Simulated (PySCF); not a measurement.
# GeSiNH5O (SMILES [NH2][GeH]1[O][SiH2]1) at 6 levels

Aim: a comparison of 6 runs (HF/3-21G, B3LYP/6-31G*, PBE0/pcseg-1, PBE0/def2-SVP, SVWN5/def2-TZVP) of GeSiNH5O. The job is set up through a Python script.

Program for the calculation: PySCF 2.14.0.

**1. The molecule**

GeSiNH5O has 9 atoms, charge 0, and is taken as a singlet. SMILES: `[NH2][GeH]1[O][SiH2]1`. The shape is that of a PBE0-D4/def2-TZVP optimisation. This is one conformer, not always the lowest.

Bond lengths: N1–Ge2 1.814 Å, Ge2–O3 1.897 Å, Ge2–Si4 2.258 Å, O3–Si4 1.648 Å, N1–H5 1.008 Å, N1–H6 1.007 Å, Ge2–H7 1.535 Å, Si4–H8 1.487 Å, Si4–H9 1.487 Å. Some angles: N1–Ge2–O3 110.3°, N1–Ge2–Si4 124.5°, O3–Ge2–Si4 45.7°, Ge2–O3–Si4 78.8°, Ge2–Si4–O3 55.5°, N1–Ge2–H7 107.3°, O3–Ge2–H7 108.0°, Si4–Ge2–H7 126.7°, Ge2–N1–H5 117.3°, Ge2–N1–H6 118.7°.

**2. Energy and gradient at HF/3-21G (run 1)**

Input file calc.py:

```python
from pyscf import gto, scf

molecule = gto.M(
    atom='''
N   -0.611300   1.281200  -1.252800
Ge   0.478300   0.540700  -0.006400
O    0.756700  -1.296900  -0.385700
Si   0.040700  -1.380500   1.096300
H   -0.324400   2.159200  -1.655200
H   -1.606700   1.250700  -1.105300
H    1.833500   1.255000  -0.102900
H   -1.327100  -1.960000   1.162200
H    0.848600  -1.895900   2.232700
''',
    basis='3-21g',
    max_memory=1860,
    spin=0,
    charge=0,
    verbose=4,
)

myscf = scf.RHF(molecule)
myscf.conv_tol = 1e-10
myscf.kernel()
if not myscf.converged:
    myscf = myscf.newton().run(myscf.mo_coeff, myscf.mo_occ)

e_final = myscf.e_tot
print('Final energy', e_final)
grad = myscf.nuc_grad_method().kernel()
dip = myscf.dip_moment()
pop, q = myscf.mulliken_pop()
```

Launch:

```
$ OMP_NUM_THREADS=1 python calc.py
```

Standard output:

```text
PySCF version 2.14.0

[... 65 lines left out ...]
converged SCF energy = -2484.23505382605
Final energy -2484.2350538260475
[... 11 lines left out ...]
Dipole moment(X, Y, Z, Debye): -1.73537,  3.22765,  2.30747
[... 73 lines left out ...]
charge of    8H =     -0.21911
```

It took 2.8 s on 1 thread of Arm Neoverse V1, shared host; peak memory 0.16 GiB.

**3. Energy and gradient at B3LYP/6-31G(d) (spherical functions) (run 2)**

Input file input.xyz:

```xyz
9
GeH5NOSi
N     -0.611300     1.281200    -1.252800
Ge     0.478300     0.540700    -0.006400
O      0.756700    -1.296900    -0.385700
Si     0.040700    -1.380500     1.096300
H     -0.324400     2.159200    -1.655200
H     -1.606700     1.250700    -1.105300
H      1.833500     1.255000    -0.102900
H     -1.327100    -1.960000     1.162200
H      0.848600    -1.895900     2.232700
```

Input file run.py:

```python
from pyscf import gto, dft

mol = gto.M(
    atom='input.xyz',
    charge=0,
    verbose=4,
    basis='6-31g*',
    max_memory=1860,
)

calc0 = dft.RKS(mol)
calc0.xc = 'b3lyp'
calc0.conv_tol = 1e-10
calc0.grids.level = 5
calc0.kernel()
if not calc0.converged:
    calc0 = calc0.newton().run(calc0.mo_coeff, calc0.mo_occ)

e_final = calc0.e_tot
print('Final energy', e_final)
grad = calc0.nuc_grad_method().kernel()
calc0.analyze()
```

Launch:

```
$ OMP_NUM_THREADS=1 python run.py
```

Standard output:

```text
PySCF version 2.14.0

[... 107 lines left out ...]
MO #4   energy= -44.3421266317495  occ= 2
[... 11 lines left out ...]
MO #16  energy= -3.65867472313554  occ= 2
[... 11 lines left out ...]
MO #28  energy= -0.383786109813998 occ= 2
[... 11 lines left out ...]
MO #40  energy= 0.121011149492723  occ= 0
[... 11 lines left out ...]
MO #52  energy= 0.522672135121957  occ= 0
[... 11 lines left out ...]
MO #64  energy= 0.942197058166319  occ= 0
[... 11 lines left out ...]
MO #76  energy= 1.93128075971645   occ= 0
[... 11 lines left out ...]
MO #88  energy= 3.52574141157309   occ= 0
[... 100 lines left out ...]
Dipole moment(X, Y, Z, Debye): -1.36357,  2.33650,  1.21721
```

Run time: 46 s. Hardware: 1 thread of Arm Neoverse V1, shared host; peak memory 0.89 GiB.

Runs 3 to 4 aren't shown in full; the table further down has their settings and results.

**4. Energy and gradient at PBE0/def2-SVP (run 5)**

Input file job.py:

```python
# [NH2][GeH]1[O][SiH2]1
from pyscf import gto, dft

mol = gto.M(
    atom=[
    ('N', (-0.611300, 1.281200, -1.252800)),
    ('Ge', (0.478300, 0.540700, -0.006400)),
    ('O', (0.756700, -1.296900, -0.385700)),
    ('Si', (0.040700, -1.380500, 1.096300)),
    ('H', (-0.324400, 2.159200, -1.655200)),
    ('H', (-1.606700, 1.250700, -1.105300)),
    ('H', (1.833500, 1.255000, -0.102900)),
    ('H', (-1.327100, -1.960000, 1.162200)),
    ('H', (0.848600, -1.895900, 2.232700)),
],
    max_memory=1860,
    basis='def2-svp',
    verbose=4,
)

calc0 = dft.RKS(mol)
calc0.xc = 'pbe0'
calc0.grids.level = 5
calc0.conv_tol = 1e-10
calc0.kernel()
if not calc0.converged:
    calc0 = calc0.newton().run(calc0.mo_coeff, calc0.mo_occ)

energy = calc0.e_tot
print('Final energy', energy)
grad = calc0.nuc_grad_method().kernel()
calc0.analyze()
```

Launch:

```
$ OMP_NUM_THREADS=1 python job.py
```

Standard output:

```text
PySCF version 2.14.0

[... 99 lines left out ...]
Two-electron Coulomb Energy =         1464.532068615135586
[... 14 lines left out ...]
MO #12  energy= -4.4528451690696   occ= 2
[... 12 lines left out ...]
MO #25  energy= -0.52664767738741  occ= 2
[... 12 lines left out ...]
MO #38  energy= 0.0835715761174805 occ= 0
[... 12 lines left out ...]
MO #51  energy= 0.46127282183165   occ= 0
[... 12 lines left out ...]
MO #64  energy= 0.849401313261731  occ= 0
[... 12 lines left out ...]
MO #77  energy= 1.57411841662367   occ= 0
[... 12 lines left out ...]
MO #90  energy= 2.43303770067982   occ= 0
[... 12 lines left out ...]
MO #103 energy= 3.33970770934024   occ= 0
[... 115 lines left out ...]
Dipole moment(X, Y, Z, Debye): -1.32447,  2.38351,  1.06962
```

Run time: 47 s. Hardware: 1 thread of Arm Neoverse V1, shared host; peak memory 1.1 GiB.

**5. Energy and forces at SVWN5/def2-TZVP (run 6)**

Edit input.xyz of step 3 so:

```diff
@@ -1,3 +1,3 @@
 9
-GeH5NOSi
+
 N     -0.611300     1.281200    -1.252800
```

Input file run.py:

```python
# [NH2][GeH]1[O][SiH2]1
from pyscf import gto, dft

mol = gto.Mole()
mol.atom = 'input.xyz'
mol.verbose = 4
mol.max_memory = 1860
mol.basis = 'def2-tzvp'
mol.build()

mf = dft.RKS(mol)
mf.xc = 'svwn'
mf.grids.level = 5
mf.conv_tol = 1e-10
mf.kernel()
if not mf.converged:
    mf = mf.newton().run(mf.mo_coeff, mf.mo_occ)

e_final = mf.e_tot
print('E(%s) = %.9f' % ('SVWN5', e_final))
grad = mf.nuc_grad_method().kernel()
dip = mf.dip_moment()
pop, q = mf.mulliken_pop()
```

Launch:

```
$ OMP_NUM_THREADS=1 python run.py
```

Standard output:

```text
PySCF version 2.14.0

[... 87 lines left out ...]
converged SCF energy = -2494.27198214529
[... 13 lines left out ...]
Dipole moment(X, Y, Z, Debye): -1.19379,  2.16400,  0.97288
[... 187 lines left out ...]
charge of    8H =     -0.00264
```

Run time: 1.8 min. Hardware: 1 thread of Arm Neoverse V1, shared host; peak memory 1.7 GiB.

**6. The series**

| run | level | integration grid | Cartesian functions | energy (Eh) | dipole moment (D) | HOMO energy (eV) | LUMO energy (eV) | wall time |
| --- | --- | --- | --- | --- | --- | --- | --- | --- |
| 1 | HF/3-21G | – | no | -2484.235054 | 4.33 | -8.96 | 2.22 | 2.8 s |
| 2 | B3LYP/6-31G* (spherical functions) | 5 | no | -2499.240192 | 2.97 | -6.13 | -0.90 | 46 s |
| 3 | B3LYP/6-31G* (Cartesian functions) | 5 | yes | -2499.249974 | 2.97 | -6.13 | -0.91 | 48 s |
| 4 | PBE0/pcseg-1 | 5 | no | -2498.680906 | 3.03 | -6.58 | -0.88 | 52 s |
| 5 | PBE0/def2-SVP | 5 | no | -2498.507394 | 2.93 | -6.46 | -0.69 | 47 s |
| 6 | SVWN5/def2-TZVP | 5 | no | -2494.271982 | 2.66 | -5.59 | -1.93 | 1.8 min |

**7. Outcome**

```
                       quantity           value
            run 6: total energy  -2494.27198 Eh
           run 6: dipole moment          2.66 D
             run 6: HOMO energy        -5.59 eV
             run 6: LUMO energy        -1.93 eV
           run 6: HOMO–LUMO gap         3.66 eV
run 6: largest force on an atom      0.653 eV/Å
```

In words: The dipole moment (its size) runs from 2.66 D (SVWN5/def2-TZVP) to 4.33 D (HF/3-21G). The two ends differ in method and basis. The HOMO–LUMO gap runs from 3.66 eV (SVWN5/def2-TZVP) to 11.18 eV (HF/3-21G). Totals of different functionals can't be ranked against each other. All runs together took 5 min, the longest 1.8 min.
